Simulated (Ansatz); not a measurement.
# RuS: the cost of one run

Computed with Ansatz 0.2.0 (DFT r²SCAN+U (U_eff = 2.5 eV on Ru d, around-mean-field double counting), plane waves, PAW, unless a step's input says otherwise).

## Step 1: The system as given

The structure is cubic, space group Pm-3m (No. 221). The conventional cell has a = 3.032 Å, b = 3.032 Å, c = 3.032 Å, α = 90.00°, β = 90.00°, γ = 90.00°. Ru (site symmetry m-3m) has 8 S at 2.63 Å in its first shell of neighbours. S (site symmetry m-3m) has 8 Ru at 2.63 Å in its first shell of neighbours.

As a file:

```xyz
2
Lattice="3.0319 0.0000 0.0000 0.0000 3.0319 0.0000 0.0000 0.0000 3.0319" Properties=species:S:1:pos:R:3 pbc="T T T"
Ru    0.0000    0.0000    0.0000
S     1.5160    1.5160    1.5160
```

Magnetic order typed: ferromagnetic.

## Step 2: From atoms, symmetry kept, no search

input.yaml

```yaml
crystal:
  lattice:
    - [3.03190283, 0.0, 0.0]
    - [0.0, 3.03190283, 0.0]
    - [0.0, 0.0, 3.03190283]
  atoms:
    - { symbol: Ru, position: [0.0, 0.0, 0.0], spin: 4.0 }
    - { symbol: S, position: [0.5, 0.5, 0.5] }
basis:
  ecutwfc: 500
  ecutrho_ratio: 4
kpoints:
  mp_grid: { grid: [6, 6, 6] }
hamiltonian:
  xc: r2scan
  hubbard: { sites: [{ site: 0, l: d, u_eff: 2.5 }], double_counting: amf }
scf:
  occupations: { method: gaussian, width: 0.05 }
  lower_state_search: "off"
  max_iter: 150
output:
  forces: true
  stress: true
  eigenvalues: true
  populations: true
  hubbard: { sites: [{ site: 0, l: d }] }
magnetization:
  spin_polarized: true
```

Launch:

```bash
> ansatz run input.yaml --threads 2 --pin off --max-ram 3072MiB --backend cpu --events-out ev --progress --plain --runs-dir out
```

**Question.** How long does this run take on 2 threads of Arm Neoverse V1, shared host, and how much memory does it need?

About 8.2 s, with a peak of 0.36 GiB.
